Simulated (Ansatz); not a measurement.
C, space group P6_3/mmc, an equation of state with a fit

With Ansatz 0.2.0 through its Python package.

Run as a notebook:

In [1]:
```python
from dataclasses import dataclass

import ansatz as az
import numpy as np
```

In [2]:
```python
@dataclass
class Options:
    filling: str = 'Fermi-Dirac'
    xc: str = 'lda'
    ecut: int = 500
    kgrid: tuple[int, ...] = (10, 10, 6)
```

In [3]:
```python
settings = Options()

VECTORS = np.array([
    [2.5221, 0.0, 0.0],
    [-1.26105, 2.184203, 0.0],
    [0.0, 0.0, 4.1186],
])
SITES = [
    ('C', (1 / 3, 2 / 3, 0.0625)),
    ('C', (2 / 3, 1 / 3, 0.5625)),
    ('C', (1 / 3, 2 / 3, 0.4375)),
    ('C', (2 / 3, 1 / 3, 0.9375)),
]


def build(cell):
    crystal = az.Crystal(lattice=az.Lattice.of(cell))
    for symbol, position in SITES:
        crystal = crystal.atom(symbol, position)
    return crystal
```

In [4]:
```python
# uniform scaling of the cell
volumes, energies = [], []
for scale in np.linspace(0.95, 1.07, 5):
    cell = VECTORS * scale ** (1 / 3)
    model = (
        build(cell).calculation()
        .pseudopotentials('paw')
        .occupations(settings.filling)
        .functional(settings.xc)
        .basis(settings.ecut)
        .kpoints(*settings.kgrid)
    )
    rep = model.run(threads=1).report
    volumes.append(abs(np.linalg.det(cell)) / len(SITES))
    energies.append(rep['free_energy_ev'] / len(SITES))
    print(f'V = {volumes[-1]:8.4f} A^3/atom  F = {energies[-1]:.5f} eV/atom')
```
```text
V =   5.3885 A^3/atom  F = -242.96040 eV/atom
V =   5.5587 A^3/atom  F = -242.96543 eV/atom
V =   5.7288 A^3/atom  F = -242.95553 eV/atom
V =   5.8990 A^3/atom  F = -242.93268 eV/atom
V =   6.0692 A^3/atom  F = -242.89861 eV/atom
```

In [5]:
```python
# third-order Birch-Murnaghan: a cubic in V^(-2/3)
x = np.array(volumes) ** (-2 / 3)
poly = np.polynomial.Polynomial.fit(x, energies, 3).convert()
roots = poly.deriv().roots()
x0 = min((r.real for r in roots if abs(r.imag) < 1e-9 and poly.deriv(2)(r.real) > 0), key=lambda r: abs(r - x.mean()))
v0 = x0 ** -1.5
b0 = 4 / 9 * poly.deriv(2)(x0) * v0 ** (-7 / 3) * 160.21766
b1 = 4 + 2 / 3 * x0 * poly.deriv(3)(x0) / poly.deriv(2)(x0)
print(f'V0 = {v0:.4f} A^3/atom, B0 = {b0:.1f} GPa, dB/dP = {b1:.2f}')
```
```text
V0 = 5.5272 A^3/atom, B0 = 468.4 GPa, dB/dP = 3.68
```

A third-order Birch-Murnaghan fit through the 5 points has its minimum at 5.53 Å³ an atom, 2.6 % below the typed cell, with a bulk modulus of 468 GPa and dB/dP = 3.7. From that minimum the energy rises by 5.3 meV an atom on the compressed side and 67.1 meV on the expanded side. The window is off centre, so dB/dP is rough.

Caveats:
- Total energies depend on the potentials; only differences at equal settings carry meaning.
- Shape and fractional positions are held along the curve, so the bulk modulus is an upper value where they are free to relax.
- Processor time in the engine: 3.4 s on 1 thread of Intel(R) Xeon(R) Processor @ 2.30GHz, on a shared host, peak memory 0.46 GiB.
